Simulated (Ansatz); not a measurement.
# AlH2Br: taking an electron away

Aim: the vertical ionisation energy of AlH2Br, as cation minus neutral at the neutral's geometry, on several levels, and how well −ε(HOMO) stands in for it.

Program: Ansatz 0.2.0, Gaussian basis. Level of theory: unrestricted cation, the program's frozen cores in correlated methods. These are calculated values, not measurements.

Plan: UKS PBE-D4/def2-TZVPP; UKS r2SCAN-D4/def2-TZVPP; UKS PBE0-D4/def2-TZVPP; UKS B3LYP-D4/def2-TZVPP; UKS wB97X-V/def2-TZVPP; UKS wB97M-V/def2-TZVPP; UKS B2PLYP/def2-TZVPP; UHF-CCSD(T)/def2-TZVPP; UHF-MP2/def2-QZVPP; extrapolation to the limit; then −ε(HOMO) from the neutral's earlier runs with LDA (SPW92), PBE-D4, revPBE-D4, BLYP-D4, r2SCAN-D4, B97M-V, PBE0-D4, B3LYP-D4, r2SCANh-D4, r2SCAN0-D4, HSE06-D4, BHLYP-D4, CAM-B3LYP-D4, LC-ωPBE, ωB97X-V, ωB97M-V.

### Step 1. The relaxed structure

An earlier PBE0-D4 in a triple-zeta def2 set relaxation fixed the geometry.

SMILES `[AlH2][Br]`, 4 atoms, charge 0, spin multiplicity 1.

Atoms are counted from 1 here; the program's logs count them from 0.

Bond lengths: Al1–Br2 2.257 Å, Al1–H3 1.576 Å, Al1–H4 1.576 Å. Angles: Br2–Al1–H3 117.6°, Br2–Al1–H4 117.6°, H3–Al1–H4 124.9°.

### Step 2. Cation, UKS PBE-D4/def2-TZVPP

in.yaml

```yaml
crystal:
  periodic: [false, false, false]
  atoms:
    - {symbol: Al, position_ang: [-0.148307, -0.064707, -0.110329]}
    - {symbol: Br, position_ang: [1.684920, 0.496611, 1.079655]}
    - {symbol: H, position_ang: [-0.561559, -1.584842, -0.139186]}
    - {symbol: H, position_ang: [-0.919653, 1.092738, -0.850440]}
basis:
  gaussian: {orbitals: def2-TZVPP}
total_charge: 1
magnetization: {spin_polarized: true, initial_magnetization: 1}
hamiltonian: {xc: pbe, dispersion: d4}
```

Further steps of the session: Cation, UKS r2SCAN-D4/def2-TZVPP; Cation, UKS PBE0-D4/def2-TZVPP; Cation, UKS B3LYP-D4/def2-TZVPP; Cation, UKS wB97X-V/def2-TZVPP; Cation, UKS wB97M-V/def2-TZVPP; Cation, UKS B2PLYP (frozen core)/def2-TZVPP; Cation, UHF-CCSD(T)/def2-TZVPP; Cation, UHF-MP2/def2-QZVPP.

Q: Predict the results of all the runs planned. Wanted: ionisation energy, CCSD(T)/CBS; nearest functional by difference; nearest −ε(HOMO); −ε(HOMO) of PBE; T1 of the cation.

The runs gave:

```
                        quantity               value
  ionisation energy, CCSD(T)/CBS            11.03 eV
nearest functional by difference  ωB97X-V (-0.21 eV)
                nearest −ε(HOMO)  LC-ωPBE (-0.04 eV)
                 −ε(HOMO) of PBE             7.03 eV
                T1 of the cation               0.037
```

By cation minus neutral, the functionals miss by 0.85 eV at most. The PBE orbital energy is 4.0 eV too small: a semilocal HOMO is no ionisation energy. Among orbital estimates LC-ωPBE comes nearest. Hartree-Fock falls 1.01 eV short, as the neutral has more correlation energy than the cation. The cation's T1 (from the report) is 0.037, near the customary mark of 0.045 for open shells, so the coupled-cluster value is less safe. Correlated methods include outer-core shells of Br, which these sets cover unevenly. With outer-core shells in play the reference is unsure by up to some tenths of an eV, so close misses can't be ranked.
